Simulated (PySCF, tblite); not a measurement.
# C₄H₁₁GeO radical: geometry, infrared bands and EPR parameters

What infrared bands and EPR parameters should C₄H₁₁GeO radical (`[CH2][O][Ge@H]([CH3])[CH2]C`) show?

Computed with tblite 0.8.0 and PySCF 2.14.0, with density-fitted response routines of our own, on a single molecule in the gas phase. Atoms count from 0, in the outputs and in this text.

### Step 1. The molecule as given

17 atoms, charge 0, multiplicity 2; geometry from: force field or distance geometry start.

Bonds of the start (Å): C0–O1 1.39, O1–Ge2 1.77, Ge2–C3 1.95, Ge2–C4 1.96, C4–C5 1.51, C0–H6 1.10, C0–H7 1.11, Ge2–H8 1.55, C3–H9 1.10, C3–H10 1.12, C3–H11 1.10, C4–H12 1.11, C4–H13 1.11, C5–H14 1.12, C5–H15 1.11, C5–H16 1.11.

### Step 2. Optimising the geometry with GFN2-xTB

Job settings and geometry (Å):

```
{"job": {"kind": "relax", "xc": "GFN2-xTB", "basis": "xTB"}, "charge": 0, "multiplicity": 2}
C      1.739800    -1.624100    -1.039900
O      1.740000    -0.545700    -0.155500
Ge     0.397500     0.495600    -0.659200
C      0.494700     2.204000     0.271400
C     -1.315300    -0.367900    -0.254100
C     -1.402600    -0.731000     1.210900
H      2.757000    -1.788000    -1.431700
H      1.385600    -2.530600    -0.512500
H      0.482700     0.766100    -2.185700
H     -0.371800     2.830900    -0.001400
H      0.472800     2.013100     1.372300
H      1.436500     2.707000     0.009600
H     -1.409900    -1.284100    -0.867400
H     -2.137700     0.324800    -0.526800
H     -1.335100     0.192900     1.841700
H     -2.369200    -1.231300     1.430200
H     -0.571800    -1.419700     1.488300
```

Command:

```bash
$ OMP_NUM_THREADS=1 python probes_run.py task.json out
```

This one command runs all jobs of the session in turn.

**Question.** This job is followed by: GFN2-xTB harmonic vibrations, gas phase; UKS B3LYP, def2-TZVP-core on Ge, pcH-1 on C H O, non-relativistic, mean-field spin-orbit, GIAO. Predict these results of the whole session: strongest single infrared mode (GFN2-xTB); zero-point energy (GFN2-xTB); g(iso) (B3LYP); ⟨S²⟩; largest a(iso) (averaged by class); surface potential, 1st and 99th percentile.

**Answer**, as computed:

| quantity | value |
| --- | --- |
| strongest single infrared mode (GFN2-xTB) | 1769 cm⁻¹, 555 km/mol |
| zero-point energy (GFN2-xTB) | 83.4 kcal/mol |
| g(iso) (B3LYP) | 2.00315 |
| ⟨S²⟩ | 0.753 (exact 0.75) |
| largest a(iso) (averaged by class) | 13C on C0, 134.0 MHz |
| surface potential, 1st and 99th percentile | -1.33 V and 1.01 V |

**Reading.** Relaxing lowered the energy by 0.526 eV in 135 steps; the close pair that moved most is Ge2–C4, from 1.960 to 2.006 Å. All 45 modes are real, so the xTB geometry is a minimum. The strongest single mode, at 1769 cm⁻¹, moves mainly H8. Unscaled tight-binding wavenumbers are off by several per cent, some by more. Its intensities can rank the bands wrongly. Most of the unpaired spin sits on C0 (0.93 e). The isotropic g lies 0.8 ppt above the free-electron value. The hyperfine terms hold no scalar relativity, which the heavier nuclei need.
